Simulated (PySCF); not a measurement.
**C₃H₅ClOSi: electronic excitations at several levels of theory**

How much do the electronic excitations of C₃H₅ClOSi (`O[Si@H]1CC=C1Cl`) depend on the level of theory, and what does each level cost?

Programs: PySCF 2.14.0, with density-fitted response routines of our own. Each step states its level of theory. These are calculated values for one molecule in the gas phase, unless marked as measured. Atoms are numbered from 0 throughout.

### Step 1. The molecule as given

11 atoms, charge 0, multiplicity 1; geometry from: PBE0-D3(BJ)/def2-SVP.

Bonds of the start (Å): O0–Si1 1.66, Si1–C2 1.91, C2–C3 1.52, C3–C4 1.35, C4–Cl5 1.71, C4–Si1 1.87, O0–H6 0.96, Si1–H7 1.49, C2–H8 1.10, C2–H9 1.10, C3–H10 1.10.

### Step 2. Excited states and response: PBE0/def2-TZVP

Job settings and geometry (Å):

```
{"job": {"kind": "uv", "xc": "PBE0", "basis": "def2-TZVP"}, "charge": 0, "multiplicity": 1}
O      2.309712     0.072144     0.552740
Si     0.954753    -0.154435    -0.378372
C     -0.581962    -1.047220     0.310108
C     -1.320788     0.233028    -0.028118
C     -0.402574     1.128543    -0.453356
Cl    -0.671545     2.747982    -0.948290
H      2.183446     0.457306     1.425124
H      1.485558    -0.640817    -1.677842
H     -0.567594    -1.273891     1.389268
H     -0.943000    -1.941464    -0.224284
H     -2.406130     0.385663     0.041641
```

Method: TDDFT PBE0/def2-TZVP, vertical, gas phase, core orbitals frozen in the response.

Command:

```
$ OMP_NUM_THREADS=1 python probes_run.py task.json out
```

The driver reads the jobs from task.json and runs them one after another.

What it wrote:

```text
coarse grid: 10696 points
cycle   1  E = -941.7697810530  dE =  8.027e-01  |g| = 7.449e-01  |ddm| = 2.709e+00
cycle   2  E = -941.6277549821  dE =  1.420e-01  |g| = 1.150e+00  |ddm| = 1.436e+00
cycle   3  E = -941.8692067004  dE = -2.415e-01  |g| = 1.213e-01  |ddm| = 1.013e+00
cycle   4  E = -941.8720080882  dE = -2.801e-03  |g| = 4.758e-02  |ddm| = 1.227e-01
cycle   5  E = -941.8725226051  dE = -5.145e-04  |g| = 1.449e-02  |ddm| = 4.271e-02
cycle   6  E = -941.8725696613  dE = -4.706e-05  |g| = 3.853e-03  |ddm| = 1.542e-02
cycle   7  E = -941.8725721351  dE = -2.474e-06  |g| = 1.833e-03  |ddm| = 3.655e-03
final grid: 95368 points
cycle   8  E = -941.8659413399  dE = -3.222e-05  |g| = 8.603e-03  |ddm| = 4.038e-02
cycle   9  E = -941.8659159308  dE =  2.541e-05  |g| = 1.337e-02  |ddm| = 1.490e-02
cycle  10  E = -941.8659575109  dE = -4.158e-05  |g| = 1.463e-03  |ddm| = 9.714e-03
cycle  11  E = -941.8659579413  dE = -4.305e-07  |g| = 4.270e-04  |ddm| = 1.351e-03
cycle  12  E = -941.8659579805  dE = -3.919e-08  |g| = 1.569e-04  |ddm| = 3.697e-04
cycle  13  E = -941.8659579857  dE = -5.123e-09  |g| = 3.922e-05  |ddm| = 1.245e-04
cycle  14  E = -941.8659579860  dE = -3.192e-10  |g| = 9.183e-06  |ddm| = 3.429e-05
converged SCF energy = -941.8659579860

Static polarisability (au): isotropic 72.299, principal 54.542 74.138 88.217

Singlet excitations
state   eV       nm        f      main configurations
  1   5.8557    211.7   0.00677   H-1->L 0.89, H->L 0.08
  2   6.0224    205.9   0.10746   H->L 0.86, H-1->L 0.08
  3   6.2617    198.0   0.00249   H-2->L 0.98
  4   6.9631    178.1   0.00151   H->L+3 0.82, H->L+1 0.08
  5   7.1062    174.5   0.01003   H->L+2 0.55, H->L+1 0.41
  6   7.2652    170.7   0.02678   H->L+1 0.43, H->L+2 0.39, H->L+3 0.11
  7   7.4904    165.5   0.00124   H-3->L 0.58, H-1->L+1 0.35
  8   7.6505    162.1   0.00149   H-1->L+1 0.52, H-3->L 0.32
  9   7.7384    160.2   0.04259   H-1->L+3 0.59, H-1->L+2 0.13, H->L+4 0.10
 10   7.8702    157.5   0.02669   H->L+4 0.56, H-2->L+1 0.20, H-1->L+3 0.08

Triplet excitations (Tamm-Dancoff, eV): 3.9263 5.3879 6.0265 6.4258
```

Wall time 37 s (1 thread of Arm Neoverse V1, shared host); peak memory 0.93 GiB.

Frontier orbitals and where they lie:

| orbital | eV | atoms |
| --- | --- | --- |
| HOMO−3 | -9.71 | Cl5 40 %, O0 24 %, C4 10 % |
| HOMO−2 | -8.45 | C2 35 %, Si1 22 %, O0 14 % |
| HOMO−1 | -8.06 | Cl5 45 %, C4 22 %, Si1 14 % |
| HOMO | -7.38 | Cl5 30 %, C3 29 %, C4 24 % |
| LUMO | -0.66 | C3 39 %, C4 26 %, Si1 16 % |
| LUMO+1 | 0.80 | H6 40 %, Si1 27 %, C4 10 % |
| LUMO+2 | 0.97 | Si1 60 %, C2 8 %, H8 6 % |

With each of the 10 states as a Gaussian band of 0.4 eV half-width at 1/e, the curve within the window shown has maxima at 206 nm (ε 4,700), 161 nm (ε 3,100) L/(mol cm). Beyond the last state computed it falls off for lack of states. The curve at chosen wavelengths:

nm, ε (L/mol/cm) and a bar:
```
      152       1174 #######
      155       2106 #############
      159       2993 ###################
      162       3060 ###################
      165       2772 #################
      169       2283 ##############
      172       1932 ############
      176       1418 ########
      179       1026 ######
      182        725 ####
      186        632 ###
      189        884 #####
      192       1442 #########
      196       2557 ################
      199       3471 ######################
      202       4216 ###########################
      206       4651 ##############################
      209       4483 #############################
      212       3963 #########################
      216       2979 ###################
      219       2214 ##############
      223       1351 ########
      226        873 #####
      229        535 ###
      233        260 #
      236        144
```

Ground-state properties from the same run:

| property | computed |
| --- | --- |
| dipole moment (D) | 2.09 |
| polarisability (Å³) | 10.71 |
| HOMO–LUMO gap (eV) | 6.72 |
| −ε(HOMO) (eV) | 7.38 |

### Step 3. TDDFT and polarisability: PBE0/aug-cc-pVDZ

Same as in step 2 but for these lines:

```diff
@@ -1,2 +1,2 @@
-{"job": {"kind": "uv", "xc": "PBE0", "basis": "def2-TZVP"}, "charge": 0, "multiplicity": 1}
+{"job": {"kind": "uv", "xc": "PBE0", "basis": "aug-cc-pVDZ"}, "charge": 0, "multiplicity": 1}
 O      2.309712     0.072144     0.552740
```

With the program's defaults for keys left out, this is: TDDFT PBE0/aug-cc-pVDZ, vertical, gas phase, core orbitals frozen in the response.

What it wrote:

```text
coarse grid: 10696 points
cycle   1  E = -941.6759018874  dE =  8.529e-01  |g| = 6.920e-01  |ddm| = 8.724e+00
cycle   2  E = -941.5360243594  dE =  1.399e-01  |g| = 1.093e+00  |ddm| = 2.593e+00
cycle   3  E = -941.7691541750  dE = -2.331e-01  |g| = 1.124e-01  |ddm| = 1.517e+00
cycle   4  E = -941.7719026464  dE = -2.748e-03  |g| = 3.983e-02  |ddm| = 3.206e-01
cycle   5  E = -941.7722901889  dE = -3.875e-04  |g| = 1.218e-02  |ddm| = 1.181e-01
cycle   6  E = -941.7723286157  dE = -3.843e-05  |g| = 3.177e-03  |ddm| = 2.938e-02
cycle   7  E = -941.7723307501  dE = -2.134e-06  |g| = 1.296e-03  |ddm| = 9.228e-03
final grid: 95368 points
cycle   8  E = -941.7892189688  dE = -1.306e-05  |g| = 7.737e-03  |ddm| = 1.352e-01
cycle   9  E = -941.7891970656  dE =  2.190e-05  |g| = 1.218e-02  |ddm| = 4.012e-02
cycle  10  E = -941.7892341376  dE = -3.707e-05  |g| = 1.119e-03  |ddm| = 2.274e-02
cycle  11  E = -941.7892344357  dE = -2.981e-07  |g| = 2.530e-04  |ddm| = 2.644e-03
cycle  12  E = -941.7892344494  dE = -1.371e-08  |g| = 1.076e-04  |ddm| = 7.076e-04
cycle  13  E = -941.7892344520  dE = -2.605e-09  |g| = 3.405e-05  |ddm| = 2.691e-04
cycle  14  E = -941.7892344523  dE = -2.819e-10  |g| = 7.985e-06  |ddm| = 8.008e-05
converged SCF energy = -941.7892344523

Static polarisability (au): isotropic 77.724, principal 60.130 79.864 93.177

Singlet excitations
state   eV       nm        f      main configurations
  1   5.8410    212.3   0.03449   H->L 0.50, H-1->L 0.45
  2   5.9193    209.5   0.04327   H-1->L 0.48, H->L 0.44
  3   6.2415    198.6   0.00330   H-2->L 0.96
  4   6.3957    193.9   0.02478   H->L+1 0.79, H->L+2 0.11
  5   6.5249    190.0   0.01192   H->L+2 0.78, H->L+1 0.11
  6   6.7438    183.8   0.00585   H->L+3 0.91
  7   6.8448    181.1   0.00359   H->L+5 0.67, H->L+4 0.19
  8   6.9635    178.0   0.00818   H-1->L+1 0.77, H-1->L+2 0.10
  9   7.1740    172.8   0.02462   H->L+4 0.68, H->L+5 0.20
 10   7.2809    170.3   0.00561   H-1->L+2 0.46, H-2->L+1 0.30, H-1->L+1 0.13

Triplet excitations (Tamm-Dancoff, eV): 3.9442 5.4275 6.0065 6.1951
```

Run time: 30 s. Hardware: 1 thread of Arm Neoverse V1, shared host; peak memory 0.83 GiB.

Key values: HOMO -7.41 eV, LUMO -0.76 eV; lowest singlet 5.84 eV.

### Step 4. Ultraviolet spectrum: PBE0/def2-TZVPD

Same as in step 3 but for these lines:

```diff
@@ -1,2 +1,2 @@
-{"job": {"kind": "uv", "xc": "PBE0", "basis": "aug-cc-pVDZ"}, "charge": 0, "multiplicity": 1}
+{"job": {"kind": "uv", "xc": "PBE0", "basis": "def2-TZVPD"}, "charge": 0, "multiplicity": 1}
 O      2.309712     0.072144     0.552740
```

Method: TDDFT PBE0/def2-TZVPD, vertical, gas phase, core orbitals frozen in the response.

What it wrote:

```text
coarse grid: 10696 points
cycle   1  E = -941.7721199521  dE =  8.030e-01  |g| = 7.441e-01  |ddm| = 3.416e+00
cycle   2  E = -941.6217241893  dE =  1.504e-01  |g| = 1.166e+00  |ddm| = 1.589e+00
cycle   3  E = -941.8714059713  dE = -2.497e-01  |g| = 1.234e-01  |ddm| = 9.197e-01
cycle   4  E = -941.8742996417  dE = -2.894e-03  |g| = 4.828e-02  |ddm| = 1.673e-01
cycle   5  E = -941.8748323468  dE = -5.327e-04  |g| = 1.423e-02  |ddm| = 5.748e-02
cycle   6  E = -941.8748788561  dE = -4.651e-05  |g| = 3.722e-03  |ddm| = 1.638e-02
cycle   7  E = -941.8748811777  dE = -2.322e-06  |g| = 1.662e-03  |ddm| = 5.011e-03
final grid: 95368 points
cycle   8  E = -941.8682633986  dE = -3.488e-05  |g| = 8.340e-03  |ddm| = 1.574e-01
cycle   9  E = -941.8682406800  dE =  2.272e-05  |g| = 1.281e-02  |ddm| = 1.822e-02
cycle  10  E = -941.8682783327  dE = -3.765e-05  |g| = 1.477e-03  |ddm| = 1.121e-02
cycle  11  E = -941.8682787689  dE = -4.362e-07  |g| = 4.052e-04  |ddm| = 1.785e-03
cycle  12  E = -941.8682788034  dE = -3.455e-08  |g| = 1.619e-04  |ddm| = 4.428e-04
cycle  13  E = -941.8682788090  dE = -5.541e-09  |g| = 4.004e-05  |ddm| = 1.488e-04
cycle  14  E = -941.8682788093  dE = -3.383e-10  |g| = 9.613e-06  |ddm| = 5.242e-05
converged SCF energy = -941.8682788093

Static polarisability (au): isotropic 78.056, principal 60.360 80.051 93.757

Singlet excitations
state   eV       nm        f      main configurations
  1   5.8125    213.3   0.01733   H-1->L 0.72, H->L 0.24
  2   5.9073    209.9   0.07184   H->L 0.70, H-1->L 0.24
  3   6.2140    199.5   0.00287   H-2->L 0.97
  4   6.5838    188.3   0.02261   H->L+1 0.51, H->L+2 0.27, H->L+4 0.15
  5   6.5917    188.1   0.01467   H->L+2 0.46, H->L+1 0.38
  6   6.8408    181.2   0.00293   H->L+4 0.68, H->L+2 0.24
  7   6.9117    179.4   0.01289   H->L+3 0.90
  8   7.0831    175.0   0.00474   H-1->L+1 0.86
  9   7.3425    168.9   0.02445   H-1->L+2 0.52, H-1->L+4 0.24, H-1->L+3 0.10
 10   7.4238    167.0   0.00676   H-2->L+1 0.84

Triplet excitations (Tamm-Dancoff, eV): 3.9138 5.3679 5.9820 6.1964
```

It took 56 s on 1 thread of Arm Neoverse V1, shared host; peak memory 1.1 GiB.

This run: HOMO -7.42 eV, LUMO -0.77 eV; lowest singlet 5.81 eV.

### Step 5. Excited states and response: PBE0/6-31+G*

Same as in step 4 but for these lines:

```diff
@@ -1,2 +1,2 @@
-{"job": {"kind": "uv", "xc": "PBE0", "basis": "def2-TZVPD"}, "charge": 0, "multiplicity": 1}
+{"job": {"kind": "uv", "xc": "PBE0", "basis": "6-31+G*"}, "charge": 0, "multiplicity": 1}
 O      2.309712     0.072144     0.552740
```

With the program's defaults for keys left out, this is: TDDFT PBE0/6-31+G*, vertical, gas phase, core orbitals frozen in the response.

What it wrote:

```text
coarse grid: 10696 points
cycle   1  E = -941.6916897338  dE =  8.346e-01  |g| = 6.791e-01  |ddm| = 4.203e+00
cycle   2  E = -941.5645462968  dE =  1.271e-01  |g| = 1.055e+00  |ddm| = 2.431e+00
cycle   3  E = -941.7830851458  dE = -2.185e-01  |g| = 1.104e-01  |ddm| = 1.612e+00
cycle   4  E = -941.7857668494  dE = -2.682e-03  |g| = 3.750e-02  |ddm| = 2.197e-01
cycle   5  E = -941.7861133192  dE = -3.465e-04  |g| = 1.077e-02  |ddm| = 8.915e-02
cycle   6  E = -941.7861436149  dE = -3.030e-05  |g| = 2.960e-03  |ddm| = 3.217e-02
cycle   7  E = -941.7861455295  dE = -1.915e-06  |g| = 1.120e-03  |ddm| = 6.741e-03
final grid: 95368 points
cycle   8  E = -941.7239896550  dE = -1.121e-05  |g| = 7.468e-03  |ddm| = 8.000e-02
cycle   9  E = -941.7239706758  dE =  1.898e-05  |g| = 1.155e-02  |ddm| = 2.831e-02
cycle  10  E = -941.7240039843  dE = -3.331e-05  |g| = 1.112e-03  |ddm| = 1.934e-02
cycle  11  E = -941.7240042815  dE = -2.972e-07  |g| = 2.285e-04  |ddm| = 1.712e-03
cycle  12  E = -941.7240042926  dE = -1.102e-08  |g| = 9.844e-05  |ddm| = 5.728e-04
cycle  13  E = -941.7240042948  dE = -2.214e-09  |g| = 3.149e-05  |ddm| = 1.964e-04
cycle  14  E = -941.7240042950  dE = -2.315e-10  |g| = 7.648e-06  |ddm| = 7.248e-05
converged SCF energy = -941.7240042950

Static polarisability (au): isotropic 70.894, principal 53.126 73.029 86.527

Singlet excitations
state   eV       nm        f      main configurations
  1   5.9045    210.0   0.02743   H-1->L 0.58, H->L 0.37
  2   5.9867    207.1   0.05852   H->L 0.56, H-1->L 0.37
  3   6.3031    196.7   0.00324   H-2->L 0.97
  4   6.5277    189.9   0.03218   H->L+1 0.80
  5   6.6265    187.1   0.00743   H->L+2 0.76, H->L+4 0.09, H->L+1 0.08
  6   6.8728    180.4   0.00846   H->L+3 0.92
  7   6.9256    179.0   0.00122   H->L+4 0.68, H->L+2 0.14, H->L+5 0.13
  8   7.0812    175.1   0.01019   H-1->L+1 0.83
  9   7.4055    167.4   0.01280   H-1->L+2 0.59, H->L+5 0.14, H-1->L+4 0.12
 10   7.4235    167.0   0.01363   H-2->L+1 0.84

Triplet excitations (Tamm-Dancoff, eV): 3.9492 5.4920 6.0747 6.2639
```

Run time: 16 s. Hardware: 1 thread of Arm Neoverse V1, shared host; peak memory 0.65 GiB.

Key values: HOMO -7.42 eV, LUMO -0.73 eV; lowest singlet 5.90 eV.

### Step 6. Comparing the runs: electronic excitations

Excitations and ground-state properties, with basis size and wall time:

| run | lowest singlet (eV) | brightest (eV) | f | gap (eV) | α (Å³) | μ (D) | functions | time |
| --- | --- | --- | --- | --- | --- | --- | --- | --- |
| PBE0/def2-TZVP | 5.86 | 6.02 | 0.107 | 6.72 | 10.71 | 2.09 | 228 | 37 s |
| PBE0/aug-cc-pVDZ | 5.84 | 5.92 | 0.043 | 6.65 | 11.52 | 2.12 | 191 | 30 s |
| PBE0/def2-TZVPD | 5.81 | 5.91 | 0.072 | 6.64 | 11.57 | 2.11 | 285 | 56 s |
| PBE0/6-31+G* | 5.90 | 5.99 | 0.059 | 6.69 | 10.51 | 2.29 | 126 | 16 s |

### Step 7. Outcome

```
                                quantity                        value
         lowest singlet (PBE0/def2-TZVP)  5.86 eV (212 nm), f = 0.007
brightest single state of those computed  state 2, 6.02 eV, f = 0.107
                          lowest triplet                      3.93 eV
             range of the lowest singlet              5.81 to 5.90 eV
```

What this shows: Single values in the summary come from the first sound run of each kind (PBE0/def2-TZVP), which need not be the best level. The first singlet state (HOMO−1→LUMO 0.89, HOMO→LUMO 0.08) lies at 5.86 eV and is weak; of the 10 states computed, the strongest absorption comes from state 2 at 6.02 eV. The lowest triplet lies 1.93 eV below the lowest singlet (triplets in Tamm-Dancoff, singlets in full TDDFT). The lowest singlet runs from 5.81 eV (PBE0/def2-TZVPD) to 5.90 eV (PBE0/6-31+G*), while the orbital gap spans 6.64 to 6.72 eV. The lowest state need not be the same one in every run.
